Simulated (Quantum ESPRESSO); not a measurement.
GaSb3 under changes of volume

One of the cells (25.960 Å³/atom); the others are scaled copies at fixed shape and fractional positions:

```
CELL_PARAMETERS angstrom
0.00000 3.73060 3.73060
3.73060 0.00000 3.73060
3.73060 3.73060 0.00000
ATOMIC_POSITIONS crystal
Sb 0.50000 0.50000 0.50000
Sb 0.75000 0.75000 0.75000
Sb 0.25000 0.25000 0.25000
Ga 0.00000 0.00000 0.00000
```

The cell comes from a database or a generator and needn't be the stable form of this composition.

```yaml
Program: Quantum ESPRESSO 7.5
Functional: PBEsol
Potentials_or_basis: GBRV 1.5 PBEsol
Cutoff: 762 eV
Density_cutoff: 6095 eV
k_mesh: 6 × 6 × 6
Occupations: fermi-dirac, width 0.05 eV
Spin: no spin polarisation
```

| volume (Å³/atom) | energy over the lowest point (meV/atom) | pressure (GPa) |
| --- | --- | --- |
| 24.402 | 0.00 | -0.3 |
| 24.922 | 2.99 | -1.5 |
| 25.441 | 9.40 | -2.5 |
| 25.960 | 18.73 | -3.3 |
| 26.479 | 30.72 | -4.2 |
| 26.998 | 45.21 | -4.9 |
| 27.518 | ? | ? |

What does the run at 27.518 Å³/atom give?

Energy over the lowest point 62.07 meV/atom; pressure -5.6 GPa.

Worked out: A Birch-Murnaghan fit of order 3 (a polynomial in V^(-2/3)) to the other rows has its minimum at 24.23 Å³/atom, just outside them, with B0 = V·E''(V) = 55 GPa and B' = 4.0. It gives 61.86 meV/atom at 27.518 Å³/atom, against the run's 62.07, and -dE/dV = -5.4 GPa, against -5.6.

Energies are extrapolated to zero smearing.
